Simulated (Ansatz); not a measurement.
# BAsH (sextet): from Hartree-Fock to the top rungs, cc-pVDZ

How much of the correlation energy of BAsH (sextet) does each wave-function method recover here?

Computed with Ansatz 0.2.0, Gaussian basis. Level: cc-pVDZ, core rule «outside noble gas», up to 15 orbitals frozen.

Plan: UHF; CCSD(T) on ROHF; CCSD(T) on UHF; BCCD(T) on ROHF; CISD; CCSDT(Q) on ROHF; CCSDT(Q) on UHF; CCSDTQ on ROHF; CCSDTQ on UHF; CASSCF and MRCISD+Q, 9 electrons in 9 orbitals; CASSCF and NEVPT2, 9 electrons in 9 orbitals.

3 further runs of the same task are left out: 3 set aside as unsound or not needed.

### Step 1. What is computed

The geometry is a PBE0/def2-TZVP stationary point (not a proven minimum) of the parent state, kept for this charge and spin. No spin-orbit coupling is included. The filled d shell of As may be among the frozen orbitals whatever the setting's name suggests; the logs give the count.

3 atoms, charge 0, spin multiplicity 6.

Atoms are counted from 1 here; the program's logs count them from 0.

Bond lengths: B1–As2 1.980 Å, As2–H3 1.547 Å. Angles: B1–As2–H3 99.4°.

### Step 2. UHF

in.yaml

```yaml
crystal:
  periodic: [false, false, false]
  atoms:
    - {symbol: B, position_ang: [0.000000, 0.070014, 1.734991]}
    - {symbol: As, position_ang: [0.000000, -0.030035, -0.242675]}
    - {symbol: H, position_ang: [0.000000, 1.481599, -0.570889]}
basis:
  gaussian: {orbitals: cc-pVDZ}
magnetization: {spin_polarized: true, initial_magnetization: 5}
hamiltonian: {xc: hf}
output: {orbitals: {seedname: orbitals}}
```

On the command line:

```sh
$ ansatz run in.yaml --threads 1 --pin off --events-out ev --progress --plain --max-ram 2816MiB --backend cpu
```

The runs that follow: CCSD(T) on ROHF; CCSD(T) on UHF; BCCD(T) on ROHF; CISD; CCSDT(Q) on ROHF; CCSDT(Q) on UHF; CCSDTQ on ROHF; CCSDTQ on UHF; CASSCF and MRCISD+Q, 9 electrons in 9 orbitals; CASSCF and NEVPT2, 9 electrons in 9 orbitals.

Before running them: what should the planned runs give, taken together? Wanted: UCCSDTQ below the RHF energy; RMP2 from UCCSDTQ; UMP2 from UCCSDTQ; RCCSD from UCCSDTQ; RCCSD(T) from UCCSDTQ; UCCSD(T) from UCCSDTQ; RCCSDT(Q) from UCCSDTQ; UCCSDT(Q) from UCCSDTQ; NEVPT2 valence from UCCSDTQ.

As calculated:

| quantity | value |
| --- | --- |
| UCCSDTQ below the RHF energy | -3.7514 eV |
| RMP2 from UCCSDTQ | +846.1 meV |
| UMP2 from UCCSDTQ | +859.4 meV |
| RCCSD from UCCSDTQ | +138.8 meV |
| RCCSD(T) from UCCSDTQ | +42.9 meV |
| UCCSD(T) from UCCSDTQ | +33.5 meV |
| RCCSDT(Q) from UCCSDTQ | +11.2 meV |
| UCCSDT(Q) from UCCSDTQ | +0.9 meV |
| NEVPT2 valence from UCCSDTQ | +742.6 meV |
| MRCISD+Q valence from UCCSDTQ | +30.0 meV |
| levels within 1 kcal/mol (43 meV) | RCCSD(T), UCCSD(T), BCCD(T), RCCSDT, UCCSDT, RCCSDT(Q), UCCSDT(Q), RCCSDTQ, MRCISD+Q valence |
| T1 diagnostic | 0.022 |
| effectively unpaired electrons | 5.01 |

RCCSD(T) misses by +42.9 meV, 1.1 % of the correlation energy. One determinant dominates. Of the multireference levels listed MRCISD+Q valence comes nearest in total energy (+30.0 meV), which doesn't show that its space is the better one. These misses are within one basis, not against nature; the frozen cores of restricted and unrestricted runs differ, which can shift their rows.
